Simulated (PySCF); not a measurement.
**A gas-phase reaction: BBrF2 + H2O → BF2HO + BrH**

Aim: the reaction energy of `FB(F)Br` + `O` → `OB(F)F` + `Br`.

Programs: PySCF 2.14.0. All values are calculated, for the isolated system unless a continuum is named. Atoms count from 0, parts from 1.

## Step 1: Starting point

Each species was relaxed by itself at PBE0-D3(BJ)/def2-SVPD.

## Step 2: Reaction energy: wB97M-D3(BJ)/def2-TZVPD

What the job is given:

```
{"job": {"kind": "react", "xc": "wB97M-D3(BJ)", "basis": "def2-TZVPD"}, "charge": 0, "multiplicity": 1}
-1 BBrF2 charge 0 multiplicity 1
F      0.544380     0.762940     1.000010
B     -0.060630     0.048290     0.078300
F     -1.370630    -0.049010     0.105600
Br     0.944310    -0.831530    -1.273690

-1 H2O charge 0 multiplicity 1
O     -0.002800     0.389370     0.003970
H     -0.761460    -0.200180    -0.002610
H      0.764300    -0.189160    -0.001380

+1 BF2HO charge 0 multiplicity 1
O      0.075730    -0.955600     0.327070
B      0.083520     0.234300    -0.293960
F      0.636290     0.345230    -1.489140
F     -0.451890     1.324920     0.252060
H     -0.345280    -0.948990     1.190550

+1 BrH charge 0 multiplicity 1
Br     0.715020     0.009000     0.001520
H     -0.708650    -0.005740    -0.002130
```

With the program's defaults for keys left out, this is: wB97M-D3(BJ)/def2-TZVPD reaction energy of separated species, gas phase.

Launch:

```bash
OMP_NUM_THREADS=1 python cluster_run.py task.json out
```

This one command runs all jobs of the session in turn.

**Question.** The jobs that follow are: PBE0-D3(BJ)/def2-TZVPD reaction energy of separated species, gas phase; MP2/def2-TZVPD reaction energy of separated species, gas phase. Predict: reaction energy (wB97M-D3(BJ)/def2-TZVPD); ΔH, ΔG at 298 K (xTB thermal terms). Thermal terms come from harmonic xTB runs on each species.

The runs gave:

```
                                                quantity                      value
               reaction energy (wB97M-D3(BJ)/def2-TZVPD)            -15.96 kcal/mol
                     ΔH, ΔG at 298 K (xTB thermal terms)      -17.3, -16.9 kcal/mol
range of the reaction energy over the runs of this table  -15.96 to -13.50 kcal/mol
```

The reaction is exothermic by 17.3 kcal/mol in the gas phase; dispersion gives +0.05, and xTB itself gave -16.46 for the electronic energy (xTB energies and thermal terms come from the earlier relaxation of each species, not shown). No barrier was sought. The reaction energy runs from -15.96 (wB97M-D3(BJ)/def2-TZVPD) to -13.50 kcal/mol (MP2/def2-TZVPD).
